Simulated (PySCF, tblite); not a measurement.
**C₄H₁₀P₂S: geometry, infrared bands and NMR shifts**

What infrared bands and NMR shifts should C₄H₁₀P₂S (`S=[PH]1CCPCC1`) show?

The runs use tblite 0.8.0 and PySCF 2.14.0, with density-fitted response routines of our own; the level of theory stands in each step. All values are computed, except where a source is named. Atoms are numbered from 0 throughout.

### 1 The molecule as given

17 atoms, charge 0, multiplicity 1; geometry from: force field or distance geometry start.

Bonds of the start (Å): S0–P1 1.94, P1–C2 1.83, C2–C3 1.52, C3–P4 1.85, P4–C5 1.85, C5–C6 1.52, C6–P1 1.83, P1–H7 1.40, C2–H8 1.10, C2–H9 1.09, C3–H10 1.10, C3–H11 1.08, P4–H12 1.41, C5–H13 1.10, C5–H14 1.09, C6–H15 1.09, C6–H16 1.10.

### 2 Geometry optimisation with GFN2-xTB

What the job is given:

```
{"job": {"kind": "relax", "xc": "GFN2-xTB", "basis": "xTB"}, "charge": 0, "multiplicity": 1}
S     -2.931000     1.152700     1.259600
P     -1.405700     0.622500     0.178600
C     -1.006300    -1.159500     0.318600
C      0.149300    -1.536900    -0.589000
P      1.730300    -0.809200     0.030600
C      1.317000     0.982100    -0.168300
C      0.160800     1.382400     0.727600
H     -1.670500     0.970400    -1.146700
H     -1.901800    -1.713400     0.001400
H     -0.824600    -1.414400     1.367300
H      0.254800    -2.635400    -0.601500
H     -0.042300    -1.212200    -1.604000
H      2.500100    -0.972200    -1.140900
H      2.212400     1.571500     0.087800
H      1.070700     1.198600    -1.210000
H      0.027300     2.467600     0.698000
H      0.352500     1.117100     1.780900
```

Command:

```console
$ OMP_NUM_THREADS=1 python probes_run.py task.json out
```

The driver reads the jobs from task.json and runs them one after another.

**Question.** This job is followed by: GFN2-xTB harmonic vibrations, gas phase; GIAO PBE0/pcSseg-1 NMR shielding, non-relativistic, gas phase. What will the session give for the following? strongest single infrared mode (GFN2-xTB); zero-point energy (GFN2-xTB); 13C shifts against TMS (PBE0/pcSseg-1, means over atoms taken as alike); 1H shifts against TMS (PBE0/pcSseg-1, means over atoms taken as alike); 33S shifts against CS2 (PBE0/pcSseg-1); 31P shifts against H3PO4 (PBE0/pcSseg-1); surface potential, 1st and 99th percentile.

**Answer**, as computed:

```
                                                               quantity                                   value
                              strongest single infrared mode (GFN2-xTB)                   2174 cm⁻¹, 193 km/mol
                                           zero-point energy (GFN2-xTB)                           81.5 kcal/mol
13C shifts against TMS (PBE0/pcSseg-1, means over atoms taken as alike)                          37.6, 22.2 ppm
 1H shifts against TMS (PBE0/pcSseg-1, means over atoms taken as alike)  6.70, 3.45, 2.52, 2.05, 1.96, 1.92 ppm
                                 33S shifts against CS2 (PBE0/pcSseg-1)                                -252 ppm
                               31P shifts against H3PO4 (PBE0/pcSseg-1)                         2.5, -112.4 ppm
                                  surface potential, 1st and 99th percentile                      -1.38 V and 1.22 V
```

What this shows: Over 51 steps the energy fell by 0.228 eV; of the close pairs, S0–P1 changed most, 1.943 to 1.927 Å. All 45 modes are real, so the xTB geometry is a minimum. The strongest single mode, at 2174 cm⁻¹, moves mainly H7. Unscaled tight-binding wavenumbers are off by several per cent, some by more. Its intensities can rank the bands wrongly. At PBE0/pcSseg-1: Shielding is most anisotropic at P1 (span 208 ppm, paramagnetic term -647 ppm).
